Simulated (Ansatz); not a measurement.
**CH3BO2Zn: basis-set convergence**

An exercise on one series of results from a longer session: the logs are not shown, and one member is left open.

Program: Ansatz 0.2.0, Gaussian basis. Level of theory: one geometry, several basis sets. These are calculated values, not measurements.

The runs, in order: PBE0-D4/def2-SVP; ωB97M-V/def2-SVP; PBE0-D4/def2-QZVPP; ωB97M-V/def2-QZVPP; the functionals' def2-TZVPP values are taken from earlier runs.

## Structure used throughout

All runs share one geometry, relaxed beforehand with PBE0-D4 in a triple-zeta def2 set.

8 atoms, charge 0, spin multiplicity 1.

Atoms are counted from 1 here; the program's logs count them from 0.

Bond lengths: O1–B2 1.346 Å, O1–H6 0.958 Å, B2–O3 1.362 Å, B2–Zn5 2.125 Å, O3–C4 1.442 Å, C4–Zn5 2.058 Å, C4–H7 1.089 Å, C4–H8 1.089 Å. Angles: B2–O1–H6 112.2°, O1–B2–O3 121.7°, O1–B2–Zn5 155.3°, O3–B2–Zn5 83.0°, B2–O3–C4 121.6°, O3–C4–Zn5 83.8°, O3–C4–H7 108.8°, O3–C4–H8 108.8°, Zn5–C4–H7 119.8°, Zn5–C4–H8 119.9°, H7–C4–H8 111.0°, B2–Zn5–C4 71.6°.

The first run:

File in.yaml:

```yaml
crystal:
  periodic: [false, false, false]
  atoms:
    - {symbol: O, position_ang: [-0.192699, 1.527594, 1.633047]}
    - {symbol: B, position_ang: [-0.126461, 0.839449, 0.478505]}
    - {symbol: O, position_ang: [0.112425, -0.501343, 0.458074]}
    - {symbol: C, position_ang: [0.182929, -1.236990, -0.780367]}
    - {symbol: Zn, position_ang: [-0.187454, 0.599165, -1.631943]}
    - {symbol: H, position_ang: [-0.366812, 2.458990, 1.490259]}
    - {symbol: H, position_ang: [-0.593619, -2.000977, -0.780478]}
    - {symbol: H, position_ang: [1.171701, -1.685887, -0.867096]}
basis:
  gaussian: {orbitals: def2-SVP}
hamiltonian: {xc: pbe0, dispersion: d4}
output: {orbitals: {seedname: orbitals}}
```

The run is started by

```sh
$ ansatz run in.yaml --threads 4 --pin off --events-out ev --progress --plain --max-ram 10444MiB
```

Steps of the session up to this table: PBE0-D4 in def2-SVP; ωB97M-V in def2-SVP; PBE0-D4 in def2-QZVPP; ωB97M-V in def2-QZVPP.

One table of the session follows, with a row left open; its other results are not shown here.

It belongs to the step «Density functionals: the series». 

| functional | basis | HOMO (eV) | LUMO (eV) |
| --- | --- | --- | --- |
| PBE0-D4 | def2-SVP | ? | ? |
| PBE0-D4 | def2-TZVPP | -5.98 | -1.89 |
| PBE0-D4 | def2-QZVPP | -6.00 | -1.92 |
| ωB97M-V | def2-SVP | -7.83 | 0.13 |
| ωB97M-V | def2-TZVPP | -8.09 | -0.29 |
| ωB97M-V | def2-QZVPP | -8.12 | -0.40 |

Q: Estimate the row for PBE0-D4, def2-SVP from the others.

The run gave: HOMO (eV): -5.74; LUMO (eV): -1.57. In the column «HOMO (eV)» it is the highest.
